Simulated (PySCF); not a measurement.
# RuF2: structure of the triplet

Where does triplet RuF2 go from a bent start, is the end point a minimum, and what are its modes, charges and moments?

Method: PBE0, basis Ru def2-TZVP with ECP28, F def2-TZVP, scalar-relativistic core potentials, no spin–orbit coupling, density fitting; program: PySCF 2.14.0.

### Step 1. Where the work starts

3 atoms, charge 0, spin multiplicity 3.

Bond lengths: Ru1–F2 1.890 Å, Ru1–F3 1.890 Å. Angles: F2–Ru1–F3 110.0°.

```xyz
3
charge 0 multiplicity 3
Ru    0.0000    0.0000    0.0000
F     1.5482    0.0000    1.0841
F    -1.5482    0.0000    1.0841
```

### Step 2. Finding the electronic state

The steps below are one call of a driver around PySCF. For each, scf.py gives the equivalent set-up of the SCF; relaxations use the driver's own optimiser. After this first run the driver tries any further starts and a stability analysis.

File scf.py:

```python
from pyscf import gto, scf, dft
mol = gto.M(atom='''
Ru     0.000000     0.000000     0.000000
F      1.548200     0.000000     1.084100
F     -1.548200     0.000000     1.084100''',
    basis={'Ru': 'def2-TZVP', 'F': 'def2-TZVP'},
    ecp={'Ru': 'def2-TZVP'},
    charge=0, spin=2)
mf = dft.UKS(mol, xc='PBE0')
mf.grids.atom_grid = (50, 194)
aux = {'Ru': 'def2-universal-JKFIT', 'F': 'def2-universal-JKFIT'}
mf = mf.density_fit(auxbasis=aux)
mf.conv_tol = 1e-08
mf.diis_space = 10
mf.max_cycle = 60
mf.init_guess = 'minao'
mf.verbose = 4
mf.kernel()
```

Command:

```sh
$ OMP_NUM_THREADS=2 python axn.py task.json out
```

The runs that follow: Relaxation: bent start, triplet; Frequencies.

**Question.** What will these runs give? Wanted: minimum; geometry; wavenumbers; dipole moment; highest occupied, lowest empty level; polar-tensor charge of Ru1; zero-point energy; atomisation energy; ⟨S²⟩.

As calculated:

| quantity | value |
| --- | --- |
| minimum | broken-symmetry (Ms = 1), D∞h |
| geometry | Ru–F 1.853 Å (×2); F–Ru–F 180.0° |
| wavenumbers (cm⁻¹) | 151, 158, 638, 682 |
| dipole moment | 0.00 D |
| highest occupied, lowest empty level (either spin) | -7.69, -4.27 eV |
| polar-tensor charge of Ru1 | +1.44 e |
| zero-point energy | 9.7 kJ/mol |
| entropy at 298.15 K | 268.4 J/(mol K) |
| atomisation energy (no zero-point energy) | 828 kJ/mol |
| ⟨S²⟩ | 2.809 |

What this shows: From C2v at the start the molecule goes to a D∞h minimum. The determinant is spin-contaminated (⟨S²⟩ = 2.81 against 2.00), so it is no pure spin state. The strongest infrared band lies at 682 cm⁻¹ (stretch). The dipole vanishes although Ru1 carries +1.4 e by the polar tensor: the bond dipoles cancel. The first SCF alone would have been 36 kJ/mol too high. Only this shape and spin were tried, so other structures or states may lie lower. The SCF density has lower symmetry than the nuclear frame. Open d and f shells are described by one determinant, and the ground state may have another occupation or spin.
